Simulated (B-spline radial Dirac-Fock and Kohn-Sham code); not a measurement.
# Sb²¹⁺: core levels and X-ray properties

Aim: for Sb²¹⁺, compute its X-ray form factor and Compton profile, the binding energy of each subshell and how cheaper methods do for the levels.

Program: B-spline radial Dirac-Fock and Kohn-Sham code, version 2. Model: a free atom or ion on a radial basis; each step names its model. All values are calculated, but those marked as tabulated.

**1. The system**

The Sb²¹⁺ ion, configuration [Ar] 3d10 4s2.

```yaml
nuclear_charge: 51
electrons: 30
mass_number: 121
nuclear_rms_radius: 4.6802 fm
```

Outer shells as boxes (Hund's rule, for the drawing alone; heavy ions are jj-coupled, and the calculation averages over the configuration):

```
[Ar] core
3d [↑↓][↑↓][↑↓][↑↓][↑↓]
4s [↑↓]
```

**2. Form factor and Compton profile**

Model: Dirac-Fock average of configuration, finite nucleus; form factor of the spherical density, Waller-Hartree incoherent function, impulse-approximation Compton profiles.

Recorded inputs:

```ini
task = scatter
Z = 51
charge = 21
configuration = 1s2 2s2 2p6 3s2 3p6 3d10 4s2
mass_number = 121
rms_radius = 4.6802  # fm
s = [0.0, 0.05, 0.1, 0.15, 0.2, 0.25, 0.3, 0.35, 0.4, 0.45, 0.5, 0.6, 0.7, 0.8, 0.9, 1.0, 1.1, 1.2, 1.4, 1.6, 1.8, 2.0, 2.5, 3.0, 3.5, 4.0, 5.0, 6.0]  # 1/A
pz = [0, 0.1, 0.14, 0.21, 0.3, 0.43, 0.61, 0.88, 1.3, 1.8, 2.6, 3.7, 5.4, 7.7, 11.0, 16.0, 23.0, 33.0, 47.0, 67.0, 97.0]  # a.u.
photon_energy = [1000, 8047.8, 20000, 50000, 100000, 200000, 500000, 1000000]  # eV
```

**3. Binding energies**

Model: Dirac-Fock average of configuration, Delta-SCF, finite nucleus, first-order Breit with its frequency dependence, self-energy and vacuum polarisation.

Settings, as recorded:

```ini
task = binding
```

**4. Dirac LDA, for comparison**

Model: Dirac-Kohn-Sham LDA (Slater exchange, VWN correlation), finite nucleus, spherical and without spin polarisation.

The run's settings:

```ini
task = binding-ladder
method = lda,vwn
relativity = dirac
```

**5. non-relativistic HF, for comparison**

Model: non-relativistic Hartree-Fock, average of configuration, point nucleus.

Settings, as recorded:

```ini
task = binding-ladder
method = hf
relativity = nr
```

(Steps that only read results are left out.)

What does the calculation give? Wanted: rms radius of the electron cloud; form factor halves at; Compton profile at zero; deepest level listed, K; least bound, N1; Kα1; Dirac LDA, K: eigenvalue / ΔSCF; non-relativistic HF, 1s: eigenvalue / ΔSCF.

The runs gave:

| quantity | value |
| --- | --- |
| rms radius of the electron cloud | 0.327 bohr |
| form factor halves at | 1.1 1/Å |
| Compton profile at zero | 2.079 1/a.u. |
| deepest level listed, K (1s) | 31140.9 eV |
| least bound, N1 (4s) | 657.0 eV |
| Kα1 | 26371.2 eV |
| ionisation energy, NIST (theoretical) | 657.000 eV |
| Dirac LDA, K: eigenvalue / ΔSCF | 30872.6 / 31234.3 eV |
| non-relativistic HF, 1s: eigenvalue / ΔSCF | 30159.8 / 30114.4 eV |

In words: f falls from 30 to half of that at s = 1.1 1/Å. Incoherent scattering outweighs coherent from 200 keV on, among the energies asked. For K (1s), relaxation takes off 48.7 eV, Breit terms shift it by -67.91 and QED by -34.49 eV. NIST's ionisation energy differs by 0.00 eV from the least binding energy, within its stated uncertainty. Dirac LDA misses the K level by -0.9 % with its eigenvalue and by +0.3 % with ΔSCF, so total-energy differences mend most of the error. Non-relativistic HF misses the 1s level by -3.2 % with its eigenvalue and by -3.3 % with ΔSCF, as relativity is missing. The Hartree-Fock and Dirac-Fock values hold no electron correlation.
